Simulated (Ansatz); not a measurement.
**ClF₂H₃SiSn: one species, many methods**

How much do the methods differ for ClF₂H₃SiSn? The plan is to run it at one geometry with functionals of several rungs and with coupled cluster. The yardstick is the atomisation energy at the CCSD(T) limit.

Computed with Ansatz 0.2.0, Gaussian basis. Level: functionals in def2-TZVPP, the program's frozen cores in correlated methods.

Levels to be run: LDA (SPW92), PBE-D4, revPBE-D4, BLYP-D4, r2SCAN-D4, B97M-V, PBE0-D4, B3LYP-D4, r2SCANh-D4, r2SCAN0-D4, HSE06-D4, BHLYP-D4, CAM-B3LYP-D4, LC-ωPBE, ωB97X-V, ωB97M-V, B2PLYP, PBE-QIDH; CCSD(T)/def2-SVP; CCSD(T)/def2-TZVPP; MP2/def2-QZVPP; extrapolation to the limit; RPA on PBE.

1 further run of the same task is left out (for a known fault of the program).

### 1 The relaxed structure

All runs share one geometry, relaxed beforehand with PBE0-D4 in a triple-zeta def2 set. Sn takes the def2 core potential; no spin-orbit term is included.

SMILES `[F][Sn]([F])([SiH3])[Cl]`, 8 atoms, charge 0, spin multiplicity 1.

Atoms are counted from 1 here; the program's logs count them from 0.

Bond lengths: F1–Sn2 1.907 Å, Sn2–F3 1.907 Å, Sn2–Si4 2.563 Å, Sn2–Cl5 2.304 Å, Si4–H6 1.480 Å, Si4–H7 1.480 Å, Si4–H8 1.480 Å. Angles: F1–Sn2–F3 102.4°, F1–Sn2–Si4 112.7°, F1–Sn2–Cl5 105.1°, F3–Sn2–Si4 112.6°, F3–Sn2–Cl5 105.1°, Si4–Sn2–Cl5 117.5°, Sn2–Si4–H6 106.9°, Sn2–Si4–H7 106.6°, Sn2–Si4–H8 106.6°, H6–Si4–H7 112.2°, H6–Si4–H8 112.2°, H7–Si4–H8 112.0°.

### 2 LDA

This LDA is Slater exchange with PW92 correlation.

File in.yaml:

```yaml
crystal:
  periodic: [false, false, false]
  atoms:
    - {symbol: F, position_ang: [1.750692, 0.213131, -1.883186]}
    - {symbol: Sn, position_ang: [0.869468, 0.675623, -0.256508]}
    - {symbol: F, position_ang: [2.287654, 0.594992, 1.015845]}
    - {symbol: Si, position_ang: [-1.056254, -0.917713, 0.311280]}
    - {symbol: Cl, position_ang: [0.371186, 2.915471, -0.459239]}
    - {symbol: H, position_ang: [-0.482663, -2.280688, 0.371018]}
    - {symbol: H, position_ang: [-1.594796, -0.480012, 1.618433]}
    - {symbol: H, position_ang: [-2.053088, -0.777804, -0.773642]}
basis:
  gaussian: {orbitals: def2-TZVPP}
hamiltonian: {xc: lda}
output: {orbitals: {seedname: orbitals}}
```

The run is started by

```console
ansatz run in.yaml --threads 4 --pin off --events-out ev --progress --plain --max-ram 10444MiB
```

After this run come: PBE-D4 (GGA); revPBE-D4 (GGA); BLYP-D4 (GGA); r2SCAN-D4 (meta-GGA); B97M-V (meta-GGA); B3LYP-D4 (hybrid); r2SCANh-D4 (hybrid); r2SCAN0-D4 (hybrid); HSE06-D4 (hybrid); BHLYP-D4 (hybrid); CAM-B3LYP-D4 (range-separated); LC-ωPBE (range-separated); ωB97X-V (range-separated); ωB97M-V (range-separated); B2PLYP (double hybrid); PBE-QIDH (double hybrid); CCSD(T) in def2-SVP; CCSD(T) in def2-TZVPP; MP2 in def2-QZVPP; RPA on PBE orbitals.

Before running them: what should the planned runs give, taken together? Wanted: atomisation energy, CCSD(T)/CBS; farthest beyond LDA; mean size of error, GGA; mean size of error, meta-GGA; mean size of error, hybrid; mean size of error, range-separated; mean size of error, double hybrid; gap, smallest and largest; T1 diagnostic.

**Answer**, as computed:

| quantity | value |
| --- | --- |
| atomisation energy, CCSD(T)/CBS | 582.9 kcal/mol |
| functionals within 5.8 kcal/mol (1.0 %) | PBE-D4, r2SCAN-D4, B97M-V, ωB97X-V |
| farthest beyond LDA | BHLYP-D4 (-31.5 kcal/mol) |
| mean size of error, GGA | 11.1 kcal/mol |
| mean size of error, meta-GGA | 3.5 kcal/mol |
| mean size of error, hybrid | 18.7 kcal/mol |
| mean size of error, range-separated | 7.5 kcal/mol |
| mean size of error, double hybrid | 18.4 kcal/mol |
| gap, smallest and largest | 4.77 eV (LDA (SPW92)), 11.92 eV (LC-ωPBE) |
| T1 diagnostic | 0.0139 |
| triples share of the correlation energy | 3.2 % |

**Reading.** LDA overbinds by 76.4 kcal/mol (13 %). PBE-D4 is off by -2.6 kcal/mol. Double hybrids carry the basis error of their MP2 part in triple zeta, and no dispersion term here, so their miss is partly the set-up's. Taken by rung, meta-GGA functionals do best (3.5 kcal/mol on average) and hybrid ones worst beyond LDA (18.7 kcal/mol). The mean of the hybrids holds BHLYP, with half exact exchange. The reference freezes the cores and leaves out spin-orbit coupling and excitations past (T), and its outer-core shells are covered unevenly, so misses under about 5.8 kcal/mol can't be ranked. All levels share the lack of spin-orbit coupling, which lowers the free heavy atoms and so the true binding. Hartree-Fock recovers 70 % of the binding; the rest is correlation. CCSD(T) in def2-SVP is off by -58.6 kcal/mol, worse than the median functional, from the basis alone. Orbital gaps span 4.8 to 11.9 eV; exact exchange widens them. Correlated methods include outer-core shells of Sn, which these sets cover unevenly.
